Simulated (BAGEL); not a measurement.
# GePH3Cl− (SMILES [PH2][GeH-][Cl]) at HF/3-21G (density fitting with qzvpp-jkfit)

Aim: the vertical ionisation energy of GePH3Cl− at HF/3-21G (density fitting with qzvpp-jkfit), from 2 runs. 

Program for the calculation: BAGEL 1.2.2.

### Step 1. Starting point

The species is GePH3Cl− (6 atoms), meant as a singlet with charge -1. As SMILES, `[PH2][GeH-][Cl]`. Geometry: a GFN2-xTB relaxation, a rough one for these elements and not checked as a minimum. This is one conformer, not always the lowest.

Bond lengths: P1–Ge2 2.424 Å, Ge2–Cl3 2.303 Å, P1–H4 1.382 Å, P1–H5 1.370 Å, Ge2–H6 1.695 Å. Angles: P1–Ge2–Cl3 99.8°, P1–Ge2–H6 87.6°, Cl3–Ge2–H6 92.5°, Ge2–P1–H4 93.8°, Ge2–P1–H5 95.6°, H4–P1–H5 91.3°.

### Step 2. The energy at HF/3-21G (density fitting with qzvpp-jkfit)

calc.json

```json
{ "bagel" : [

{
  "title" : "molecule",
  "basis" : "3-21g",
  "df_basis" : "qzvpp-jkfit",
  "angstrom" : true,
  "geometry" : [
    { "atom" : "P", "xyz" : [   -0.279080,    0.005500,   -1.357530 ] },
    { "atom" : "Ge", "xyz" : [    0.680280,   -0.990620,    0.633140 ] },
    { "atom" : "Cl", "xyz" : [   -0.210770,    0.402310,    2.235800 ] },
    { "atom" : "H", "xyz" : [   -1.514720,   -0.585650,   -1.170460 ] },
    { "atom" : "H", "xyz" : [   -0.701340,    1.154480,   -0.741550 ] },
    { "atom" : "H", "xyz" : [    2.025620,    0.013980,    0.400600 ] }
  ]
},
{ "title" : "hf", "charge" : -1 },
{ "title" : "print", "file" : "orbitals.molden", "orbitals" : true }

]}
```

Command:

```bash
$ BAGEL_NUM_THREADS=1 BAGEL calc.json > calc.out
```

The program printed:

```text
* using 1 threads per process

  ===============================================================
  ===============================================================

  *** Geometry ***

  { "atom" : "P", "xyz" : [     -0.527385,      0.010393,     -2.565360 ] },
  { "atom" : "Ge", "xyz" : [      1.285543,     -1.872000,      1.196461 ] },
  { "atom" : "Cl", "xyz" : [     -0.398298,      0.760256,      4.225050 ] },
  { "atom" : "H", "xyz" : [     -2.862406,     -1.106718,     -2.211849 ] },
  { "atom" : "H", "xyz" : [     -1.325341,      2.181651,     -1.401326 ] },
  { "atom" : "H", "xyz" : [      3.827867,      0.026418,      0.757024 ] },

  Number of auxiliary basis functions:      576

  Since a DF basis is specified, we compute 2- and 3-index integrals:
    o Being stored without compression. Storage requirement is 0.013 GB

  Number of basis functions:       54
  Number of electrons      :       67

    * METHOD: MOLECULE                             0.25

  *** RHF ***

  === Nuclear Repulsion ===
   312.0539252966

      * DIIS with orbital gradients will be used.

  === RHF iteration (3-21g) ===
      0      -2863.39109656          0.00809224           0.08
      1      -2863.43593912          0.00256731           0.08
      2      -2863.44087333          0.00058428           0.08
      3      -2863.44141113          0.00015668           0.08
      4      -2863.44146100          0.00004624           0.07
      5      -2863.44146395          0.00001091           0.07
      6      -2863.44146410          0.00000288           0.07
      7      -2863.44146412          0.00000088           0.08
      8      -2863.44146412          0.00000020           0.08
      9      -2863.44146412          0.00000006           0.08
     10      -2863.44146412          0.00000002           0.07
     11      -2863.44146412          0.00000001           0.07
    * SCF iteration converged.

    * Permanent dipole moment:
           (    0.040157,     0.469927,     0.240323) a.u.

    * METHOD: HF                                   1.09

    * METHOD: PRINT                                0.01

  ===============================================================
```

Run time: 1.5 s. Hardware: 1 thread of Arm Neoverse V2, shared host.

### Step 3. Doublet neutral GePH3Cl

input.json

```json
{ "bagel" : [

{
  "title" : "molecule",
  "basis" : "3-21g",
  "df_basis" : "qzvpp-jkfit",
  "angstrom" : "true",
  "geometry" : [
    { "atom" : "P", "xyz" : [   -0.279080,    0.005500,   -1.357530 ] },
    { "atom" : "Ge", "xyz" : [    0.680280,   -0.990620,    0.633140 ] },
    { "atom" : "Cl", "xyz" : [   -0.210770,    0.402310,    2.235800 ] },
    { "atom" : "H", "xyz" : [   -1.514720,   -0.585650,   -1.170460 ] },
    { "atom" : "H", "xyz" : [   -0.701340,    1.154480,   -0.741550 ] },
    { "atom" : "H", "xyz" : [    2.025620,    0.013980,    0.400600 ] }
  ]
},
{
  "title" : "uhf",
  "nopen" : 1
},
{
  "title" : "print",
  "file" : "orbitals.molden",
  "orbitals" : "true"
}

]}
```

Command:

```bash
$ BAGEL_NUM_THREADS=1 BAGEL input.json > input.out
```

The program printed:

```text
* using 1 threads per process

  ===============================================================
  ===============================================================

  *** Geometry ***

  { "atom" : "P", "xyz" : [     -0.527385,      0.010393,     -2.565360 ] },
  { "atom" : "Ge", "xyz" : [      1.285543,     -1.872000,      1.196461 ] },
  { "atom" : "Cl", "xyz" : [     -0.398298,      0.760256,      4.225050 ] },
  { "atom" : "H", "xyz" : [     -2.862406,     -1.106718,     -2.211849 ] },
  { "atom" : "H", "xyz" : [     -1.325341,      2.181651,     -1.401326 ] },
  { "atom" : "H", "xyz" : [      3.827867,      0.026418,      0.757024 ] },

  Number of auxiliary basis functions:      576

  Since a DF basis is specified, we compute 2- and 3-index integrals:
    o Being stored without compression. Storage requirement is 0.013 GB

  Number of basis functions:       54
  Number of electrons      :       67

    * METHOD: MOLECULE                             0.24

  *** Open-shell HF ***

  === Nuclear Repulsion ===
   312.0539252966

      * DIIS with orbital gradients will be used.

  === UHF iteration (3-21g) ===
      0      -2863.27599419          0.01824158           0.15
      1      -2863.33940306          0.00738132           0.15
      2      -2863.34880792          0.00288293           0.15
      3      -2863.35069141          0.00080077           0.15
      4      -2863.35120344          0.00029575           0.15
      5      -2863.35128882          0.00013546           0.15
      6      -2863.35131331          0.00006863           0.15
      7      -2863.35132399          0.00004628           0.14
      8      -2863.35133191          0.00002858           0.15
      9      -2863.35133491          0.00001431           0.15
     10      -2863.35133556          0.00000683           0.15
     11      -2863.35133569          0.00000494           0.14
     12      -2863.35133582          0.00000359           0.15
     13      -2863.35133589          0.00000240           0.15
     14      -2863.35133592          0.00000129           0.15
     15      -2863.35133592          0.00000069           0.15
     16      -2863.35133592          0.00000035           0.15
     17      -2863.35133592          0.00000016           0.14
     18      -2863.35133592          0.00000008           0.14
     19      -2863.35133592          0.00000004           0.14
     20      -2863.35133592          0.00000003           0.14
     21      -2863.35133592          0.00000002           0.15
     22      -2863.35133592          0.00000002           0.15
     23      -2863.35133592          0.00000001           0.15
    * SCF iteration converged.

    * S^2 (UHF) is 0.7717

    * Permanent dipole moment:
           (   -0.163015,     1.166048,     0.781975) a.u.

    * METHOD: UHF                                  3.72

    * METHOD: PRINT                                0.01

  ===============================================================
```

Run time: 4.2 s. Hardware: 1 thread of Arm Neoverse V2, shared host.

### Step 4. Summary of results

Level: HF/3-21G (density fitting with qzvpp-jkfit).

```
                                                               quantity           value
                                         singlet GePH3Cl−: total energy  -2863.44146 Eh
                                          singlet GePH3Cl−: HOMO energy        -3.19 eV
                                          singlet GePH3Cl−: LUMO energy         7.57 eV
singlet GePH3Cl−: HOMO–LUMO gap (to an unbound level, set by the basis)        10.77 eV
                                  doublet neutral GePH3Cl: total energy  -2863.35134 Eh
                                 doublet neutral GePH3Cl: dipole moment          3.59 D
                                          doublet neutral GePH3Cl: ⟨S²⟩           0.772
                    vertical detachment energy (to the doublet neutral)        2.453 eV
```

What this shows: The vertical ionisation energy comes to 2.45 eV (237 kJ/mol). The negative HOMO energy of the first species, 3.19 eV, lies 0.74 eV above that difference.
